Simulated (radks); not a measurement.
# Ir⁴⁸⁺ in [Ne] 3s2 3p5 3d10 4s1 5s1: an all-electron calculation

An exercise on one series of results from a longer session: the logs are not shown, and one member is left open.

Program: radks (a radial shooting solver on a logarithmic mesh, Libxc functionals) version 1. Level of theory: Dirac Kohn-Sham, PBE, spin-unpolarised, spherical densities, finite nucleus; open shells are shared between the two j in proportion to 2j + 1. These are calculated values, not measurements, unless marked.

### The atom as given

| Item | Value |
| --- | --- |
| element | iridium (Z = 77) |
| charge | +48 |
| electrons | 29 |
| configuration | [Ne] 3s2 3p5 3d10 4s1 5s1 |
| nuclear rms radius | 5.4032 fm |

The outer shells:

Ir⁴⁸⁺
```
[Ne] core
3s [↑↓]
3p [↑↓][↑↓][↑ ]
3d [↑↓][↑↓][↑↓][↑↓][↑↓]
4s [↑ ]
5s [↑ ]
```

Set-up of the first run:

The run's settings:

```text
Z 77
configuration [Ne] 3s2 3p5 3d10 4s1 5s1 4p0 4d0 6s0 4f0
relativity Dirac
functional pbe,pbe
spin unpolarised
j_filling average
nucleus finite rms 5.4032 fm
c 137.035999084
```

One of the session's tables, all rows but one given; the rest of the session is left out.

It belongs to the step «Radial structure». Radial moments (bohr):

| level | <r> | outermost maximum (interpolated) | 90 % within | nodes |
| --- | --- | --- | --- | --- |
| 1s1/2 | 0.01744 | 0.0108 | 0.0318 | 0 |
| 2s1/2 | 0.07277 | 0.0624 | 0.114 | 1 |
| 2p1/2 | 0.05998 | 0.0461 | 0.0998 | 0 |
| 2p3/2 | 0.06823 | 0.0532 | 0.111 | 0 |
| 3s1/2 | 0.1856 | 0.174 | 0.272 | 2 |
| 3p1/2 | 0.1755 | 0.162 | 0.263 | 1 |
| 3p3/2 | 0.1894 | 0.176 | 0.282 | 1 |
| 3d3/2 | ? | ? | ? | ? |
| 3d5/2 | 0.1686 | 0.141 | 0.259 | 0 |
| 4s1/2 | 0.3658 | 0.364 | 0.517 | 3 |
| 4p1/2 | 0.3606 | 0.358 | 0.515 | 2 |
| 4p3/2 | 0.3801 | 0.379 | 0.542 | 2 |
| 4d3/2 | 0.3644 | 0.359 | 0.530 | 1 |
| 4d5/2 | 0.3699 | 0.365 | 0.537 | 1 |
| 4f5/2 | 0.3343 | 0.294 | 0.490 | 0 |
| 4f7/2 | 0.3367 | 0.296 | 0.493 | 0 |
| 5s1/2 | 0.6088 | 0.634 | 0.844 | 4 |
| 6s1/2 | 0.9124 | 0.982 | 1.25 | 5 |

Q: Estimate the row for 3d3/2 from the others.

The run gave: <r>: 0.1644; outermost maximum (interpolated): 0.137; 90 % within: 0.254; nodes: 0. In the column «<r>» it lies between 2s1/2 (0.07277) and 3d5/2 (0.1686).
